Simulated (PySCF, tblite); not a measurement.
# C6H12GeSe: geometry, infrared bands and NMR shifts

What infrared bands and NMR shifts should C6H12GeSe (`[GeH3][CH2][C@@H]1CC=CC[Se]1`) show?

Programs: tblite 0.8.0 and PySCF 2.14.0, with density-fitted response routines of our own. Each step states its level of theory. These are calculated values for one molecule in the gas phase, unless marked as measured. Atoms are numbered from 0 throughout.

**1. Starting geometry**

20 atoms, charge 0, multiplicity 1; geometry from: force field or distance geometry start.

Bonds of the start (Å): Ge0–C1 1.96, C1–C2 1.48, C2–C3 1.55, C3–C4 1.48, C4–C5 1.31, C5–C6 1.46, C6–Se7 1.94, Se7–C2 1.96, Ge0–H8 1.56, Ge0–H9 1.56, Ge0–H10 1.54, C1–H11 1.11, C1–H12 1.11, C2–H13 1.11, C3–H14 1.12, C3–H15 1.06, C4–H16 1.11, C5–H17 1.09, C6–H18 1.11, C6–H19 1.13.

**2. Relaxing the molecule with GFN2-xTB**

The job: settings as JSON, then the geometry in Å.

```
{"job": {"kind": "relax", "xc": "GFN2-xTB", "basis": "xTB"}, "charge": 0, "multiplicity": 1}
Ge     2.556900     0.318900     0.845200
C      1.789900    -0.862100    -0.520300
C      0.311300    -0.866000    -0.504600
C     -0.132700     0.586500    -0.802000
C     -1.594800     0.694900    -0.999600
C     -2.520500     0.325000    -0.151700
C     -2.189600    -0.257800     1.144600
Se    -0.472700    -1.151700     1.272700
H      1.412000     0.883100     1.748200
H      3.252900     1.525100     0.133900
H      3.633200    -0.416300     1.668600
H      2.114300    -0.443400    -1.490400
H      2.232200    -1.883500    -0.464300
H     -0.159200    -1.572500    -1.218900
H      0.222000     1.165300     0.085100
H      0.358800     0.853400    -1.703500
H     -1.952800     1.131400    -1.953800
H     -3.570600     0.457200    -0.419400
H     -2.285700     0.517500     1.939600
H     -3.010100    -0.994400     1.387800
```

Launch:

```console
$ OMP_NUM_THREADS=1 python probes_run.py task.json out
```

This one command runs all jobs of the session in turn.

**Question.** This job is followed by: GFN2-xTB harmonic vibrations, gas phase; GIAO PBE0/pcSseg-1 NMR shielding, non-relativistic, gas phase. What will the session give for the following? strongest single infrared mode (GFN2-xTB); zero-point energy (GFN2-xTB); ¹³C shifts against TMS (PBE0/pcSseg-1); ¹H shifts against TMS (PBE0/pcSseg-1, means over atoms taken as alike); ⁷³Ge shifts against GeMe4 (PBE0/pcSseg-1); ⁷⁷Se shifts against Me2Se (PBE0/pcSseg-1); surface potential, 1st and 99th percentile.

The runs gave:

```
                                                              quantity                                                           value
                             strongest single infrared mode (GFN2-xTB)                                           2096 cm⁻¹, 450 km/mol
                                          zero-point energy (GFN2-xTB)                                                   96.5 kcal/mol
                                ¹³C shifts against TMS (PBE0/pcSseg-1)                        141.6, 138.4, 51.2, 38.4, 27.7, 20.6 ppm
¹H shifts against TMS (PBE0/pcSseg-1, means over atoms taken as alike)  6.56, 6.51, 3.71, 3.68, 3.60, 2.78, 2.46, 1.76, 1.72, 1.53 ppm
                             ⁷³Ge shifts against GeMe4 (PBE0/pcSseg-1)                                                        -271 ppm
                             ⁷⁷Se shifts against Me2Se (PBE0/pcSseg-1)                                                         247 ppm
                                 surface potential, 1st and 99th percentile                                              -1.07 V and 0.86 V
```

The optimisation took 94 steps and gained 0.710 eV; among the close pairs (by a distance rule), Ge0–H8 changed most, from 1.563 to 1.491 Å. All 54 modes are real, so the xTB geometry is a minimum. The strongest single mode, at 2096 cm⁻¹, moves mainly H8 and H10. Unscaled tight-binding wavenumbers are off by several per cent, some by more. Its intensities can rank the bands wrongly. At PBE0/pcSseg-1: The largest span, 671 ppm, is at Se7, where the paramagnetic term is -1487 ppm. Spin-orbit coupling is left out, which matters for shieldings and couplings at and beside the heavy atoms.
